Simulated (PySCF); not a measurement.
# C21H27B: the cost of one run

Computed with PySCF 2.14.0 and routines of our own; the level stands in each step. Atoms count from 0.

## 1. The system as given

49 atoms, charge 0, multiplicity 1; geometry from: GFN2-xTB.

## 2. NMR shifts: GIAO PW91/pcSseg-1

What the job is given:

```
{"job": {"kind": "nmr", "basis": "pcSseg-1", "pop": false, "xc": "PW91"}, "charge": 0, "multiplicity": 1}
C     -2.725296     1.333972     1.838080
B     -2.744563     0.907090     0.315369
C     -4.072737     1.164593    -0.503999
C     -1.538873     0.219186    -0.421573
C     -0.836294     0.925877    -1.409142
C      0.075304     0.261447    -2.212938
C      0.408784    -1.053225    -1.957818
C     -0.148536    -1.725051    -0.881155
C     -1.179936    -1.108965    -0.164824
C     -1.933617    -1.891395     0.876708
C      0.435958    -3.043884    -0.456797
C      1.498127    -2.800678     0.633594
C      2.838807    -2.311645     0.069566
C      3.491534    -1.206954     0.921970
C      2.733387     0.073874     0.726201
C      1.732012     0.461729     1.604104
C      0.873422     1.496166     1.282137
C      0.995784     2.179861     0.081341
C      2.083931     1.882733    -0.730314
C      2.935722     0.842590    -0.414598
C     -0.095859     3.099636    -0.387433
C     -0.936842     2.423286    -1.511012
H     -2.472229     2.393043     1.907030
H     -3.703985     1.235146     2.305653
H     -2.002661     0.796242     2.446711
H     -4.769552     0.358396    -0.267362
H     -4.576582     2.088795    -0.224133
H     -3.943140     1.153021    -1.583804
H      0.555885     0.784867    -3.027941
H      1.132773    -1.553279    -2.586526
H     -2.373247    -2.782868     0.428468
H     -2.736599    -1.295316     1.298540
H     -1.274684    -2.212882     1.681681
H     -0.335966    -3.706461    -0.065235
H      0.901261    -3.541384    -1.309776
H      1.654398    -3.722467     1.198708
H      1.105026    -2.051660     1.321822
H      3.530135    -3.152920    -0.018038
H      2.685861    -1.903621    -0.929805
H      3.491875    -1.503922     1.972501
H      4.528274    -1.081962     0.600966
H      1.601471    -0.067924     2.538368
H      0.075442     1.751793     1.961395
H      2.240648     2.444576    -1.640042
H      3.750791     0.597799    -1.082040
H     -0.746464     3.337259     0.454275
H      0.319033     4.034783    -0.768416
H     -1.972623     2.753652    -1.425122
H     -0.553930     2.739813    -2.483260
```

Method: GIAO PW91/pcSseg-1 NMR shielding, non-relativistic, gas phase.

The run is started by

```
$ OMP_NUM_THREADS=2 python large_run.py task.json out
```

The driver reads the jobs from task.json and runs them one after another.

**Question.** How long does this first job take on 2 threads of Arm Neoverse V1, shared host, and how much memory does it need?

About 38 s, with a peak of 1.2 GiB.
